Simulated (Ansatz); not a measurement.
# Rh (Rhodium): the cost of one run

Program: Ansatz 0.2.0. Level of theory: DFT r2SCAN, scalar-relativistic, plane waves, PAW. These are calculated values, not measurements.

The COD entry's cell or inner coordinates are ideal or old and differ from later refinements, so a difference from it is no clean test against experiment.

**1. The system as given**

The structure is cubic, space group Fm-3m (No. 225). Conventional cell: a = 3.796 Å, b = 3.796 Å, c = 3.796 Å, α = 90.00°, β = 90.00°, γ = 90.00°. Rh (site symmetry m-3m) is surrounded by 12 Rh at 2.68 Å.

Coordinates:

```cif
data_structure
_symmetry_space_group_name_H-M 'P 1'
_symmetry_Int_Tables_number 1
_cell_length_a 2.6840
_cell_length_b 2.6840
_cell_length_c 2.6840
_cell_angle_alpha 60.000
_cell_angle_beta 60.000
_cell_angle_gamma 60.000
_cell_volume 13.67
loop_
_atom_site_label
_atom_site_type_symbol
_atom_site_fract_x
_atom_site_fract_y
_atom_site_fract_z
_atom_site_occupancy
Rh1 Rh 0.00000 0.00000 0.00000 1
```

The structure comes from the Crystallography Open Database.

(A quick probe on a coarse mesh, which set the mesh and smearing, is not shown.)

**3. Relaxing cell and atoms**

The input, input.yaml:

```yaml
crystal:
  lattice:
    - [0.0, 1.89785, 1.89785]
    - [1.89785, 0.0, 1.89785]
    - [1.89785, 1.89785, 0.0]
  atoms:
    - { symbol: Rh, position: [0.0, 0.0, 0.0] }
basis:
  ecutwfc: 500
kpoints:
  mp_grid: { grid: [18, 18, 18] }
hamiltonian:
  xc: r2scan
scf:
  occupations: { method: gaussian, width: 0.1 }
output:
  forces: true
  stress: true
  eigenvalues: true
  write_density: true
  write_potential: true
  elf: true
  volumetric_format: npy
relax:
  adjacent_minimum: "off"
  f_tol: 0.005
  max_steps: 80
  cell: { stress_tol: 0.05 }
```

Started as:

```bash
ansatz run input.yaml --threads 1 --pin off --max-ram 2560MiB --backend cpu --events-out ev --progress --plain --runs-dir out
```

**Question.** How long does this run take on 1 thread of an Arm CPU, shared host, and how much memory does it need?

About 31 s, with a peak of 0.42 GiB.
